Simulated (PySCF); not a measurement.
# Towards the basis-set limit for BAs

What constants does extrapolated CCSD(T) give for BAs, and what does each step add?

Program: PySCF 2.14.0. Level of theory: CCSD(T) on ROHF, scalar-relativistic core potentials. These are calculated values, not measurements.

## (1) The job

```
molecule             : BAs
state                : triplet, unpaired electrons σ ↑, π ↑
smaller basis        : B aug-cc-pVDZ, As cc-pwCVDZ-PP with ECP10
larger basis         : B aug-cc-pVTZ, As cc-pwCVTZ-PP with ECP10
frozen core orbitals : 5
extrapolation        : correlation as n⁻³ (n = 2, 3), Hartree–Fock as (n+1)·exp(−9√n)
corrections          : core–valence correlation
distances (Å)        : 1.6312, 1.7054, 1.7795, 1.8537, 1.9278, 2.0205, 2.1132
masses (u)           : 11.0093, 74.9216
dissociation limit   : B + As
```

Started as:

```
$ OMP_NUM_THREADS=4 python comp.py task.json out
```

## (2) Coupled cluster at each distance

What does the calculation give? Wanted: for each run, Re; ωe; ωexe; αe; De.

As calculated:

| level | Re (Å) | ωe (cm⁻¹) | ωexe (cm⁻¹) | αe (cm⁻¹) | De (eV) |
| --- | --- | --- | --- | --- | --- |
| CCSD(T), smaller basis | 1.8773 | 770.8 | 4.87 | 0.00404 | 2.373 |
| CCSD(T), larger basis | 1.8573 | 785.4 | 4.75 | 0.00408 | 2.699 |
| HF/CBS | 1.8222 | 872.1 | 5.87 | 0.00400 | 1.229 |
| MP2/CBS | 1.8368 | 828.7 | 3.36 | 0.00347 | 2.904 |
| CCSD/CBS | 1.8375 | 819.3 | 5.33 | 0.00417 | 2.530 |
| CCSD(T)/CBS | 1.8511 | 793.0 | 4.71 | 0.00407 | 2.818 |
| CCSD(T)/CBS+CV | 1.8479 | 796.8 | 4.72 | 0.00407 | 2.837 |

**Reading.** The last step gives Re = 1.8479 Å, ωe = 796.8 cm⁻¹ and De = 2.837 eV; the smaller basis alone is off from it by +29.3 mÅ and -0.46 eV. Near the minimum the mean field binds by 1.22 eV and correlation adds 1.60 eV of binding. T1 is 0.026. Spin–orbit coupling and excitations beyond (T) are left out.
